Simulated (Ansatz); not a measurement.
This script drives Ansatz's Python interface.

The script, `li.py`:
```python
"""Relaxed cell of Li under several functionals."""

import ansatz
import numpy as np

SMEARING = "cold"
SMEARING_WIDTH = 0.05
TOLERANCE = 1e-10
K_SPACING = 0.26

def edges_and_angles(cell):
    cell = np.asarray(cell)
    a, b, c = np.linalg.norm(cell, axis=1)
    cosines = cell[1] @ cell[2] / (b * c), cell[0] @ cell[2] / (a * c), cell[0] @ cell[1] / (a * b)
    return (a, b, c, *np.degrees(np.arccos(cosines)))

lattice = ansatz.Lattice.of(
    (3.034386, 0.0, 0.0),
    (-1.517193, 2.627855, 0.0),
    (0.0, 0.0, 10.216208),
)
sites = [
    ("Li", (0.0, 0.0, 0.0)),
    ("Li", (1 / 3, 2 / 3, 0.25)),
    ("Li", (0.0, 0.0, 0.5)),
    ("Li", (2 / 3, 1 / 3, 0.75)),
]
structure = ansatz.Crystal(lattice=lattice)
for symbol, position in sites:
    structure = structure.atom(symbol, position)

calc = (
    structure.calculation()
    .occupations(SMEARING, width=SMEARING_WIDTH)
    .scf(tolerance=TOLERANCE)
    .kpoints(spacing=K_SPACING)  # sampling of the Brillouin zone
    .relax(cell=True)  # relax until the tolerances are met
)

levels = [("lda", "none"), ("pbesol", "d3bj"), ("pbesol", "none")]
print("level            a       b       c    alpha   beta  gamma  V/atom  steps")
for name, dispersion in levels:
    seen = []
    run = calc.functional(name, dispersion=dispersion).session().plan()
    outcome = run.execute(on_event=lambda e: seen.append(e) if e["event"] == "relax_step" else None)
    cell = outcome.lattice.cell_ang
    label = name if dispersion == "none" else f"{name}+{dispersion}"
    print("{:13s} {:7.4f} {:7.4f} {:7.4f} {:6.2f} {:6.2f} {:6.2f}".format(label, *edges_and_angles(cell)), f"{abs(np.linalg.det(cell)) / len(outcome.lattice.sites):7.3f} {len(seen):5d}")
```

It is started by `python li.py`. Estimate its wall time and peak memory on 1 thread of Arm Neoverse V2, with other jobs on the host.

It took about 22 s, with a peak of 0.4 GiB, for 3 runs of the engine.

```console
$ python li.py
level            a       b       c    alpha   beta  gamma  V/atom  steps
DeckWarning: basis.ecutwfc = 420 eV, auto-derived from the records' recommended cutoffs: set by Li (normal level)
lda            2.9874  2.9874  9.8219  90.00  90.00 120.00  18.978     5
pbesol+d3bj    2.9565  2.9565  9.7238  90.00  90.00 120.00  18.402     5
pbesol         3.0856  3.0856  9.8121  90.00  90.00 120.00  20.227     8
```
(Warnings from the package without file and line.)

From smallest to largest: PBEsol+D3BJ (18.40 Å³ an atom, -9.6 % against the start), LDA (18.98 Å³ an atom, -6.8 % against the start) and PBEsol (20.23 Å³ an atom, -0.7 % against the start). The spread is 9.9 % in volume.

Notes:
- Forces vanish by symmetry, so the ions can't move, and the end may be a saddle.
- Dispersion corrections can be off by several per cent in the lattices of metals, and by several GPa in the pressure at a fixed cell.
- For a metal this k-point mesh is coarse: on a finer one energies can move by several to tens of meV an atom and pressures by half a GPa or more, differences at one mesh by less.
- These metals are very soft, so angles and axial ratios aren't settled by this mesh and stress tolerance.
- This isn't the structure that Li takes at ambient conditions.

(A comment or docstring line of the script was reworded after the run, the code is as it ran.)
